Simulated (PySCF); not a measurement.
# CH₅ClGe: NMR shieldings

What do calculations give for the NMR shieldings of CH₅ClGe (`Cl[CH2][GeH3]`)?

Programs: PySCF 2.14.0, with routines of our own; each step states its level. All values are computed. Atoms count from 0.

## Step 1: The starting structure

8 atoms, charge 0, multiplicity 1; geometry from: GFN2-xTB.

## Step 2: Geometry optimisation at PBE0-D3(BJ)/def2-SVP

Job settings and geometry (Å):

```
{"job": {"xc": "PBE0", "basis": "def2-SVP", "d3": "d3bj", "grid": 1, "maxiter": 30, "shake": 0.01, "kind": "geom"}, "charge": 0, "multiplicity": 1}
Cl    -1.631280     1.210130     0.753220
C     -0.991130    -0.186120    -0.100890
Ge     0.955300     0.003640    -0.021290
H     -1.327220    -1.065810     0.404310
H     -1.381990    -0.172720    -1.123020
H      1.642290    -1.136300    -0.702990
H      1.378820     1.279170    -0.672150
H      1.410340     0.048870     1.410340
```

Started as:

```
OMP_NUM_THREADS=1 python heavy_run.py task.json out
```

This one command runs all jobs of the session in turn.

Output:

```text
step   0  E = -2577.40151778  max force = 0.018707
step   1  E = -2577.40520658  max force = 0.003746
step   2  E = -2577.40549119  max force = 0.000664
step   3  E = -2577.40549718  max force = 0.000132
optimisation converged
```

Wall time 16 s (1 thread of Arm Neoverse N1, shared host); peak memory 0.36 GiB.

The steps of the relaxation:

```csv
step,energy from step 0 (eV),largest force component (eV/Å)
0,0.0000,0.9620
1,-0.1004,0.1926
2,-0.1081,0.0341
3,-0.1083,0.0068
```

Close pairs (by a distance rule), those that changed most:

```csv
bond,before (Å),after (Å),change (Å)
Ge2–H5,1.495,1.542,+0.046
Ge2–H6,1.493,1.536,+0.043
Ge2–H7,1.503,1.536,+0.033
C1–H3,1.069,1.099,+0.030
Cl0–C1,1.758,1.787,+0.030
C1–Ge2,1.957,1.965,+0.008
C1–H4,1.094,1.099,+0.004
```

The next job starts from the end point, and lists it.

```csv
at the end point,value
point group (found at 0.08 Å tolerance),Cs
"rotational constants (GHz, main isotopes)","20.644, 2.072, 1.952"
dipole moment (D),1.62
```

## Step 3: NMR shieldings: PBE/pcSseg-1 Ge:us-x2c-TZVPall-2c, spin–orbit

Job settings and geometry (Å):

```
{"job": {"kind": "hnmr", "xc": "PBE", "basis": {"default": "pcSseg-1", "Ge": "us-x2c-TZVPall-2c"}, "rel": "so"}, "charge": 0, "multiplicity": 1}
Cl    -2.737454     2.016205     1.608937
C     -2.002364     0.622051     0.766447
Ge    -0.042028     0.761744     0.791824
H     -2.336123    -0.294256     1.272600
H     -2.386045     0.607553    -0.262939
H      0.557984    -0.453021     0.055899
H      0.377092     2.060266     0.086570
H      0.435646     0.775681     2.251664
```

Method: PBE/pcSseg-1 Ge:us-x2c-TZVPall-2c GIAO NMR shielding, X2C with spin-orbit coupling, screened-nuclear two-electron part, Gaussian nuclei, gas phase.

Output:

```text
spin-free SCF
coarse grid: 31272 points
cycle   1  E = -2600.7732091869  dE = -2.099e-02  |g| = 6.513e-01  |ddm| = 2.714e+00
cycle   2  E = -2600.7341274024  dE =  3.908e-02  |g| = 9.291e-01  |ddm| = 8.485e-01
cycle   3  E = -2600.8120073002  dE = -7.788e-02  |g| = 6.310e-02  |ddm| = 5.173e-01
cycle   4  E = -2600.8125103404  dE = -5.030e-04  |g| = 4.761e-02  |ddm| = 9.999e-02
cycle   5  E = -2600.8130703335  dE = -5.600e-04  |g| = 1.071e-02  |ddm| = 4.540e-02
cycle   6  E = -2600.8130992127  dE = -2.888e-05  |g| = 1.349e-03  |ddm| = 1.130e-02
cycle   7  E = -2600.8130995510  dE = -3.382e-07  |g| = 4.795e-04  |ddm| = 1.801e-03
final grid: 62856 points
cycle   8  E = -2600.8130415228  dE = -9.140e-10  |g| = 6.377e-04  |ddm| = 1.564e-03
cycle   9  E = -2600.8130414298  dE =  9.296e-08  |g| = 9.141e-04  |ddm| = 1.769e-03
cycle  10  E = -2600.8130416277  dE = -1.979e-07  |g| = 9.609e-05  |ddm| = 9.707e-04
cycle  11  E = -2600.8130416294  dE = -1.750e-09  |g| = 1.670e-05  |ddm| = 8.955e-05
converged SCF energy = -2600.8130416294
two-component SCF
cycle   1  E = -2600.7758094605  dE = -2.601e+03  |FDS-SDF| = 5.395e+00
cycle   2  E = -2600.8546872407  dE = -7.888e-02  |FDS-SDF| = 5.637e-03
cycle   3  E = -2600.8546873192  dE = -7.850e-08  |FDS-SDF| = 6.933e-04
cycle   4  E = -2600.8546873116  dE =  7.586e-09  |FDS-SDF| = 4.963e-04
cycle   5  E = -2600.8546873342  dE = -2.260e-08  |FDS-SDF| = 2.034e-05
converged, E = -2600.8546873342

Field gradients (au) and densities at the nuclei (bohr^-3)
atom        Vxx        Vyy        Vzz        centre      nuclear mean
  0 Cl    -1.9972    -2.1032     4.1004       2816.979       2816.927
  1 C     -0.2269    -0.2307     0.4576        114.420        114.420
  2 Ge    -0.0985    -0.1965     0.2950      28316.244      28301.451
  3 H     -0.1346    -0.1560     0.2906          0.378          0.378
  4 H     -0.1346    -0.1561     0.2908          0.378          0.378
  5 H     -0.0657    -0.0673     0.1330          0.340          0.340
  6 H     -0.0671    -0.0691     0.1362          0.340          0.340
  7 H     -0.0671    -0.0691     0.1362          0.340          0.340
without picture change
  2 Ge                           0.3064                     41249.194

Core orbital energies (eV)
atom   shell        mean    spread
  0 Cl 1s        -2748.759   0.000
  0 Cl 2s         -251.315   0.000
  0 Cl 3s          -20.547   0.000
  0 Cl 2p1/2      -191.497   0.000
  0 Cl 2p3/2      -189.834   0.212
  2 Ge 1s       -10950.212   0.000
  2 Ge 2s        -1371.325   0.000
  2 Ge 3s         -167.974   0.000
  2 Ge 4s          -15.073   0.000
  2 Ge 2p1/2     -1219.630   0.000
  2 Ge 2p3/2     -1188.164   0.003
  2 Ge 3p1/2      -117.985   0.000
  2 Ge 3p3/2      -113.758   0.010
  2 Ge 3d3/2       -29.288   0.010
  2 Ge 3d5/2       -28.740   0.056

Shielding tensors (ppm)
atom      isotropic    diamagn.    paramagn.     s11        s22        s33       span
  0 Cl      845.67     1119.02     -273.35     736.44     737.98    1062.59     326.15
  1 C       149.88      246.52      -96.64     124.37     138.41     186.86      62.49
  2 Ge     1694.02     2650.90     -956.89    1620.88    1652.16    1809.01     188.12
  3 H        27.91       28.12       -0.22      21.76      27.69      34.27      12.52
  4 H        27.91       28.61       -0.70      21.75      27.69      34.29      12.55
  5 H        26.55       28.78       -2.23      19.87      21.74      38.04      18.17
  6 H        27.02       27.94       -0.92      20.99      22.91      37.18      16.19
  7 H        27.03       27.85       -0.82      20.99      22.92      37.18      16.19
```

Run time: 27 s. Hardware: 1 thread of Arm Neoverse N1, shared host; peak memory 0.72 GiB.

Key values:

```csv
quantity,value
energy from spin-orbit coupling,-0.0416 Eh
```

## Step 4: NMR shieldings: PBE/pcSseg-1 Ge:us-x2c-TZVPall-2c, spin-free

The job, as its differences from that of step 3:

```diff
@@ -1,2 +1,2 @@
-{"job": {"kind": "hnmr", "xc": "PBE", "basis": {"default": "pcSseg-1", "Ge": "us-x2c-TZVPall-2c"}, "rel": "so"}, "charge": 0, "multiplicity": 1}
+{"job": {"kind": "hnmr", "xc": "PBE", "basis": {"default": "pcSseg-1", "Ge": "us-x2c-TZVPall-2c"}, "rel": "sf"}, "charge": 0, "multiplicity": 1}
 Cl    -2.737454     2.016205     1.608937
```

Level: PBE/pcSseg-1 Ge:us-x2c-TZVPall-2c GIAO NMR shielding, spin-free X2C, Gaussian nuclei, gas phase.

Output:

```text
spin-free SCF
coarse grid: 31272 points
cycle   1  E = -2600.7732091869  dE = -2.099e-02  |g| = 6.513e-01  |ddm| = 2.714e+00
cycle   2  E = -2600.7341274024  dE =  3.908e-02  |g| = 9.291e-01  |ddm| = 8.485e-01
cycle   3  E = -2600.8120073002  dE = -7.788e-02  |g| = 6.310e-02  |ddm| = 5.173e-01
cycle   4  E = -2600.8125103404  dE = -5.030e-04  |g| = 4.761e-02  |ddm| = 9.999e-02
cycle   5  E = -2600.8130703335  dE = -5.600e-04  |g| = 1.071e-02  |ddm| = 4.540e-02
cycle   6  E = -2600.8130992127  dE = -2.888e-05  |g| = 1.349e-03  |ddm| = 1.130e-02
cycle   7  E = -2600.8130995510  dE = -3.382e-07  |g| = 4.795e-04  |ddm| = 1.801e-03
final grid: 62856 points
cycle   8  E = -2600.8130415228  dE = -9.140e-10  |g| = 6.377e-04  |ddm| = 1.564e-03
cycle   9  E = -2600.8130414298  dE =  9.296e-08  |g| = 9.141e-04  |ddm| = 1.769e-03
cycle  10  E = -2600.8130416277  dE = -1.979e-07  |g| = 9.609e-05  |ddm| = 9.707e-04
cycle  11  E = -2600.8130416294  dE = -1.750e-09  |g| = 1.670e-05  |ddm| = 8.955e-05
converged SCF energy = -2600.8130416294
check of the scalar solution
cycle   1  E = -2600.8130416294  dE = -2.601e+03  |FDS-SDF| = 1.670e-05
cycle   2  E = -2600.8130416292  dE =  2.342e-10  |FDS-SDF| = 3.260e-05
converged, E = -2600.8130416292

Field gradients (au) and densities at the nuclei (bohr^-3)
atom        Vxx        Vyy        Vzz        centre      nuclear mean
  0 Cl    -1.9974    -2.1034     4.1009       2816.995       2816.944
  1 C     -0.2269    -0.2308     0.4577        114.420        114.420
  2 Ge    -0.0985    -0.1966     0.2951      28314.892      28300.099
  3 H     -0.1346    -0.1560     0.2906          0.378          0.378
  4 H     -0.1346    -0.1561     0.2908          0.378          0.378
  5 H     -0.0657    -0.0674     0.1330          0.340          0.340
  6 H     -0.0671    -0.0691     0.1362          0.340          0.340
  7 H     -0.0671    -0.0691     0.1362          0.340          0.340
without picture change
  2 Ge                           0.3066                     41249.475

Core orbital energies (eV)
atom   shell        mean    spread
  0 Cl 1s        -2748.758   0.000
  0 Cl 2s         -251.315   0.000
  0 Cl 3s          -20.547   0.000
  0 Cl 2p         -190.387   0.346
  2 Ge 1s       -10950.345   0.000
  2 Ge 2s        -1371.347   0.000
  2 Ge 3s         -167.975   0.000
  2 Ge 4s          -15.074   0.000
  2 Ge 2p        -1198.517   0.005
  2 Ge 3p         -115.146   0.018
  2 Ge 3d          -28.958   0.085

Shielding tensors (ppm)
atom      isotropic    diamagn.    paramagn.     s11        s22        s33       span
  0 Cl      858.46     1136.63     -278.17     744.85     745.71    1084.81     339.96
  1 C       144.39      246.05     -101.66     116.20     133.26     183.71      67.51
  2 Ge     1505.01     2767.12    -1262.11    1432.54    1460.43    1622.07     189.53
  3 H        27.94       28.11       -0.17      21.81      27.68      34.33      12.53
  4 H        27.94       28.60       -0.66      21.79      27.67      34.35      12.56
  5 H        26.69       28.79       -2.10      20.36      21.50      38.20      17.84
  6 H        26.93       28.00       -1.07      20.95      22.52      37.33      16.38
  7 H        26.93       27.92       -0.99      20.95      22.53      37.33      16.38
```

Wall time 11 s (1 thread of Arm Neoverse N1, shared host); peak memory 0.68 GiB.

## Step 5: Shieldings side by side

```csv
run,Ge2,Cl0,C1,H5,H7,H6,H3,time
"step 3, PBE/pcSseg-1 Ge:us-x2c-TZVPall-2c, spin–orbit",1694.0,845.7,149.9,26.6,27.0,27.0,27.9,27 s
"step 4, PBE/pcSseg-1 Ge:us-x2c-TZVPall-2c, spin-free",1505.0,858.5,144.4,26.7,26.9,26.9,27.9,11 s
```

## Step 6: What came out

```
                                                                               quantity                                value
                                                                            point group                                   Cs
                                                   rotational constants (main isotopes)                20.64, 2.07, 1.95 GHz
energy from spin-orbit coupling (step 3, PBE/pcSseg-1 Ge:us-x2c-TZVPall-2c, spin–orbit)                           -0.0416 Eh
                     shieldings (step 3, PBE/pcSseg-1 Ge:us-x2c-TZVPall-2c, spin–orbit)  Cl0 845.7, C1 149.9, Ge2 1694.0 ppm
                      shieldings (step 4, PBE/pcSseg-1 Ge:us-x2c-TZVPall-2c, spin-free)  Cl0 858.5, C1 144.4, Ge2 1505.0 ppm
```

What this shows: Relaxing lowered the energy by 0.108 eV in 3 steps; the close pair that moved most is Ge2–H5, from 1.495 to 1.542 Å. In step 3, Cl0 has the widest tensor, 326 ppm. Ge2 moves most between the runs, by 189 ppm; the labels say what changes from run to run.
